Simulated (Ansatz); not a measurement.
# CH3BFN: vertical ionisation energy

The task here is to estimate one member of a computed series from the others.

Computed with Ansatz 0.2.0, Gaussian basis. Level: unrestricted cation, the program's frozen cores in correlated methods.

Levels to be run: UKS PBE-D4/def2-TZVPP; UKS r2SCAN-D4/def2-TZVPP; UKS PBE0-D4/def2-TZVPP; UKS B3LYP-D4/def2-TZVPP; UKS wB97X-V/def2-TZVPP; UKS wB97M-V/def2-TZVPP; UKS B2PLYP/def2-TZVPP; UHF-CCSD(T)/def2-TZVPP; UHF-MP2/def2-QZVPP; extrapolation to the limit; then −ε(HOMO) from the neutral's earlier runs with LDA (SPW92), PBE-D4, revPBE-D4, BLYP-D4, r2SCAN-D4, B97M-V, PBE0-D4, B3LYP-D4, r2SCANh-D4, r2SCAN0-D4, HSE06-D4, BHLYP-D4, CAM-B3LYP-D4, LC-ωPBE, ωB97X-V, ωB97M-V.

**The relaxed structure**

All runs share one geometry, relaxed beforehand with PBE0-D4 in a triple-zeta def2 set.

SMILES `BN=CF`, 7 atoms, charge 0, spin multiplicity 1.

Atoms are counted from 1 here; the program's logs count them from 0.

Bond lengths: B1–N2 1.364 Å, B1–H5 1.196 Å, B1–H6 1.196 Å, N2–C3 1.223 Å, C3–F4 1.339 Å, C3–H7 1.088 Å. Angles: N2–B1–H5 118.8°, N2–B1–H6 118.8°, H5–B1–H6 122.5°, B1–N2–C3 178.6°, N2–C3–F4 122.5°, N2–C3–H7 126.7°, F4–C3–H7 110.8°.

Set-up of the first run:

in.yaml reads:

```yaml
crystal:
  periodic: [false, false, false]
  atoms:
    - {symbol: B, position_ang: [-0.480499, 1.089841, 0.570947]}
    - {symbol: N, position_ang: [0.018610, -0.008433, -0.066468]}
    - {symbol: C, position_ang: [0.466837, -1.006899, -0.611695]}
    - {symbol: F, position_ang: [0.739898, -2.131981, 0.060663]}
    - {symbol: H, position_ang: [0.284414, 1.897132, 1.009941]}
    - {symbol: H, position_ang: [-1.666267, 1.214220, 0.659762]}
    - {symbol: H, position_ang: [0.698208, -1.121980, -1.669049]}
basis:
  gaussian: {orbitals: def2-TZVPP}
total_charge: 1
magnetization: {spin_polarized: true, initial_magnetization: 1}
hamiltonian: {xc: pbe, dispersion: d4}
```

Steps of the session up to this table: Cation, UKS PBE-D4/def2-TZVPP; Cation, UKS r2SCAN-D4/def2-TZVPP; Cation, UKS PBE0-D4/def2-TZVPP; Cation, UKS B3LYP-D4/def2-TZVPP; Cation, UKS wB97X-V/def2-TZVPP; Cation, UKS wB97M-V/def2-TZVPP; Cation, UKS B2PLYP (frozen core)/def2-TZVPP; Cation, UHF-CCSD(T)/def2-TZVPP; Cation, UHF-MP2/def2-QZVPP.

One table of the session follows, with a row left open; its other results are not shown here.

It belongs to the step «Ionisation energies side by side». For comparison, −ε(HOMO) of the neutral from earlier runs:

```
  functional  −ε(HOMO) (eV)
 LDA (SPW92)           7.40
      PBE-D4           7.29
   revPBE-D4           7.25
     BLYP-D4           7.21
   r2SCAN-D4           7.55
      B97M-V           7.61
     PBE0-D4           8.61
    B3LYP-D4           8.42
  r2SCANh-D4           8.04
  r2SCAN0-D4           8.78
    HSE06-D4           8.20
    BHLYP-D4           9.86
CAM-B3LYP-D4          10.00
     LC-ωPBE          11.34
     ωB97X-V              ?
     ωB97M-V          10.83
```

Estimate the missing values for ωB97X-V.

As computed: −ε(HOMO) (eV): 10.97. In the column «−ε(HOMO) (eV)» it lies between ωB97M-V (10.83) and LC-ωPBE (11.34).
